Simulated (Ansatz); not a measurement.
**C₂H₃BCl₃N: one species, many methods**

An exercise on one series of results from a longer session: the logs are not shown, and one member is left open.

Computed with Ansatz 0.2.0, Gaussian basis. Level: functionals in def2-TZVPP, the program's frozen cores in correlated methods.

Plan: LDA (SPW92), PBE-D4, revPBE-D4, BLYP-D4, r2SCAN-D4, B97M-V, PBE0-D4, B3LYP-D4, r2SCANh-D4, r2SCAN0-D4, HSE06-D4, BHLYP-D4, CAM-B3LYP-D4, LC-ωPBE, ωB97X-V, ωB97M-V, B2PLYP, PBE-QIDH; CCSD(T)/def2-SVP; CCSD(T)/def2-TZVPP; MP2/def2-QZVPP; extrapolation to the limit; RPA on PBE.

**Structure used throughout**

All runs share one geometry, relaxed beforehand with PBE0-D4 in a triple-zeta def2 set.

SMILES `CC#[N+][B-](Cl)(Cl)Cl`, 10 atoms, charge 0, spin multiplicity 1.

Atoms are counted from 1 here; the program's logs count them from 0.

Bond lengths: C1–C2 1.438 Å, C1–H8 1.091 Å, C1–H9 1.091 Å, C1–H10 1.091 Å, C2–N3 1.139 Å, N3–B4 1.579 Å, B4–Cl5 1.823 Å, B4–Cl6 1.823 Å, B4–Cl7 1.823 Å. Angles: C2–C1–H8 109.5°, C2–C1–H9 109.5°, C2–C1–H10 109.5°, H8–C1–H9 109.5°, H8–C1–H10 109.5°, H9–C1–H10 109.5°, C1–C2–N3 180.0°, C2–N3–B4 179.9°, N3–B4–Cl5 105.1°, N3–B4–Cl6 105.0°, N3–B4–Cl7 105.0°, Cl5–B4–Cl6 113.5°, Cl5–B4–Cl7 113.5°, Cl6–B4–Cl7 113.5°.

Geometry (Å):

```
C     0.7613   -1.3758    1.3974
C     0.2456   -0.4355    0.4389
N    -0.1629    0.3090   -0.3200
B    -0.7312    1.3410   -1.3718
Cl    0.5293    2.6538   -1.4755
Cl   -2.3154    1.9076   -0.6700
Cl   -0.9185    0.3890   -2.9151
H     1.2992   -2.1690    0.8754
H     1.4412   -0.8633    2.0801
H    -0.0654   -1.8082    1.9635
```

Set-up of the first run:

File in.yaml:

```yaml
crystal:
  periodic: [false, false, false]
  atoms:
    - {symbol: C, position_ang: [0.761321, -1.375764, 1.397372]}
    - {symbol: C, position_ang: [0.245577, -0.435468, 0.438925]}
    - {symbol: N, position_ang: [-0.162942, 0.308995, -0.319967]}
    - {symbol: B, position_ang: [-0.731212, 1.341043, -1.371835]}
    - {symbol: Cl, position_ang: [0.529253, 2.653832, -1.475528]}
    - {symbol: Cl, position_ang: [-2.315396, 1.907626, -0.670048]}
    - {symbol: Cl, position_ang: [-0.918514, 0.389044, -2.915092]}
    - {symbol: H, position_ang: [1.299244, -2.169011, 0.875437]}
    - {symbol: H, position_ang: [1.441168, -0.863269, 2.080117]}
    - {symbol: H, position_ang: [-0.065401, -1.808225, 1.963517]}
basis:
  gaussian: {orbitals: def2-TZVPP}
hamiltonian: {xc: lda}
output: {orbitals: {seedname: orbitals}}
```

Started as:

```bash
$ ansatz run in.yaml --threads 4 --pin off --events-out ev --progress --plain --max-ram 11315MiB
```

Among the steps run: LDA; PBE-D4 (GGA); revPBE-D4 (GGA); BLYP-D4 (GGA); r2SCAN-D4 (meta-GGA); B97M-V (meta-GGA); PBE0-D4 (hybrid); B3LYP-D4 (hybrid); r2SCANh-D4 (hybrid); r2SCAN0-D4 (hybrid); HSE06-D4 (hybrid); BHLYP-D4 (hybrid); CAM-B3LYP-D4 (range-separated); LC-ωPBE (range-separated); ωB97X-V (range-separated); ωB97M-V (range-separated); B2PLYP (double hybrid); PBE-QIDH (double hybrid).

One table of the session follows, with a row left open; its other results are not shown here.

It belongs to the step «Orbital energies across the functionals». 

| functional | HOMO (eV) | gap (eV) |
| --- | --- | --- |
| LDA (SPW92) | -6.43 | 3.77 |
| PBE-D4 | -6.29 | 3.86 |
| revPBE-D4 | -6.24 | 3.89 |
| BLYP-D4 | -6.12 | 3.81 |
| r2SCAN-D4 | -6.63 | 4.39 |
| B97M-V | -6.72 | 4.61 |
| PBE0-D4 | ? | ? |
| B3LYP-D4 | -7.38 | 5.71 |
| r2SCANh-D4 | -7.13 | 5.27 |
| r2SCAN0-D4 | -7.89 | 6.59 |
| HSE06-D4 | -7.26 | 5.46 |
| BHLYP-D4 | -8.89 | 8.62 |
| CAM-B3LYP-D4 | -9.01 | 8.74 |
| LC-ωPBE | -10.46 | 11.37 |
| ωB97X-V | -10.07 | 10.91 |
| ωB97M-V | -9.89 | 10.66 |

Estimate the missing values for PBE0-D4.

**Answer.** HOMO (eV): -7.67; gap (eV): 6.24. In the column «HOMO (eV)» it lies between r2SCAN0-D4 (-7.89) and B3LYP-D4 (-7.38).
